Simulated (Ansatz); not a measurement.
# CH5Cl2InO: the cost of one run

Program: Ansatz 0.2.0. Level of theory: RKS CAM-B3LYP/def2-SVP. These are calculated values, not measurements.

## 1. The starting structure

Bond lengths: In1–C2 2.538 Å, In1–Cl3 2.313 Å, In1–Cl4 2.316 Å, In1–O6 2.430 Å, C2–H7 1.090 Å, C2–H8 1.092 Å, C2–H9 1.091 Å, O6–H10 0.958 Å. Angles: In1–C2–H7 92.2°, In1–C2–H8 143.1°, In1–C2–H9 94.6°, H7–C2–H8 106.9°, H7–C2–H9 109.7°, H8–C2–H9 107.5°, C2–In1–Cl3 113.7°, C2–In1–Cl4 121.8°, C2–In1–O6 64.8°, Cl3–In1–Cl4 118.5°, Cl3–In1–O6 120.7°, Cl4–In1–O6 105.6°, In1–O6–H10 132.9°.

Coordinates:

```xyz
10

In   -0.9884   -0.3117   -0.9172
C     0.8315   -0.6296    0.8231
Cl   -0.5681   -1.4036   -2.9124
Cl   -3.1883    0.0995   -0.3231
H     0.5589    0.6555    0.3406
O     0.2382    1.7002   -0.3219
H     1.3368   -1.3826    0.2177
H     1.6051   -0.1016    1.3838
H     0.1769   -1.1172    1.5471
H    -0.0026    2.4911    0.1623
```

## 2. Pulling towards end A

Springs on the bonds that form and break draw the guess towards this end; the thresholds are loose.

input.yaml reads:

```yaml
crystal:
  periodic: [false, false, false]
  atoms:
    - { symbol: In, position_ang: [-0.9884, -0.3117, -0.9172] }
    - { symbol: C, position_ang: [0.8315, -0.6296, 0.8231] }
    - { symbol: Cl, position_ang: [-0.5681, -1.4036, -2.9124] }
    - { symbol: Cl, position_ang: [-3.1883, 0.0995, -0.3231] }
    - { symbol: H, position_ang: [0.5589, 0.6555, 0.3406] }
    - { symbol: O, position_ang: [0.2382, 1.7002, -0.3219] }
    - { symbol: H, position_ang: [1.3368, -1.3826, 0.2177] }
    - { symbol: H, position_ang: [1.6051, -0.1016, 1.3838] }
    - { symbol: H, position_ang: [0.1769, -1.1172, 1.5471] }
    - { symbol: H, position_ang: [-0.0026, 2.4911, 0.1623] }
basis:
  gaussian: { orbitals: def2-SVP }
hamiltonian:
  xc: cam_b3lyp
relax:
  f_tol: 0.15
  max_steps: 25
  restrain:
    - { distance: [0, 5], at: 3.38, k: 30.0 }
    - { distance: [4, 1], at: 2.37, k: 30.0 }
    - { distance: [0, 1], at: 2.18, k: 30.0 }
    - { distance: [4, 5], at: 0.97, k: 30.0 }
output:
  orbitals: {}
```

Launch:

```bash
$ ansatz run input.yaml --threads 4 --pin off --max-ram 5120MiB --backend cpu --events-out ev --progress --plain --runs-dir out
```

What time and memory should one allow on 4 threads of Arm Neoverse N1, shared host?

About 55 s, with a peak of 0.37 GiB.
